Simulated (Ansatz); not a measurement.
# NaCl3: the cost of one run

Program: Ansatz 0.2.0 through its Python package. The levels of theory stand in the script. These are calculated values, not measurements.

## Step 1: Starting point

The structure is cubic, space group Pm-3n (No. 223). Conventional cell: a = 5.527 Å, b = 5.527 Å, c = 5.527 Å, α = 90.00°, β = 90.00°, γ = 90.00°. Na (site symmetry m-3) has 12 Cl at 3.09 Å in its first shell of neighbours. Around Cl (site symmetry -4m2) lie 2 Cl at 2.76 Å and 4 Na at 3.09 Å.

No structure file is read: the coordinates are typed or built in the script.

## Step 2: The script

Input file nacl3.py:

```python
'''How the lattice of NaCl3 depends on the functional.'''

import warnings

import ansatz as az
import numpy as np

SETTINGS = {
    'k_spacing': 0.22,
    'width_ev': 0.05,
}

def edges_and_angles(cell):
    cell = np.asarray(cell)
    a, b, c = np.linalg.norm(cell, axis=1)
    cosines = cell[1] @ cell[2] / (b * c), cell[0] @ cell[2] / (a * c), cell[0] @ cell[1] / (a * b)
    return (a, b, c, *np.degrees(np.arccos(cosines)))


def main() -> None:
    warnings.simplefilter('ignore', az.DeckWarning)

    crystal = (
        az.Lattice.cubic(5.527005)
        .space_group(223)
        .atom('Na', (0.5, 0.5, 0.5))
        .atom('Cl', (0.5, 0.0, 0.75))
    )

    job = crystal.calculation()
    job = job.basis(17 * az.Ha)
    job = job.kpoints(spacing=SETTINGS['k_spacing']).occupations(az.OccupationsMethod.METHFESSEL_PAXTON, width=SETTINGS['width_ev'])
    job = job.relax(cell=True, max_steps=100)

    levels = [('pbesol', 'none'), ('lda', 'none'), ('pbesol', 'd3bj')]
    print('level            a       b       c    alpha   beta  gamma  V/atom  steps')
    for name, dispersion in levels:
        seen = []
        run = job.functional(name, dispersion=dispersion).session().plan()
        outcome = run.execute(on_event=lambda e: seen.append(e) if e['event'] == 'relax_step' else None)
        cell = outcome.lattice.cell_ang
        label = name if dispersion == 'none' else f'{name}+{dispersion}'
        print('{:13s} {:7.4f} {:7.4f} {:7.4f} {:6.2f} {:6.2f} {:6.2f}'.format(label, *edges_and_angles(cell)), f'{abs(np.linalg.det(cell)) / len(outcome.lattice.sites):7.3f} {len(seen):5d}')


if __name__ == '__main__':
    main()
```

## Step 3: The input behind the calls

The package turns the script's settings into the engine's input (first run):

```yaml
crystal:
  lattice:
    bravais: cubic
    a: 5.527005
  space_group: 223
  atoms:
    - { symbol: Na, position: [0.5, 0.5, 0.5] }
    - { symbol: Cl, position: [0.5, 0.0, 0.75] }
basis:
  ecutwfc: 462.593566181796
kpoints:
  mp_grid:
    kspacing: 0.22
hamiltonian:
  xc: pbesol
  dispersion: none
scf:
  occupations:
    method: methfessel_paxton
    width: 0.05
relax:
  max_steps: 100
  cell: {}
```

## Step 4: Launch

Started as:

```
> python nacl3.py
```

Q: Estimate wall time and peak memory on 1 thread of Arm Neoverse V2, shared host.

About 78 s, with a peak of 0.53 GiB.
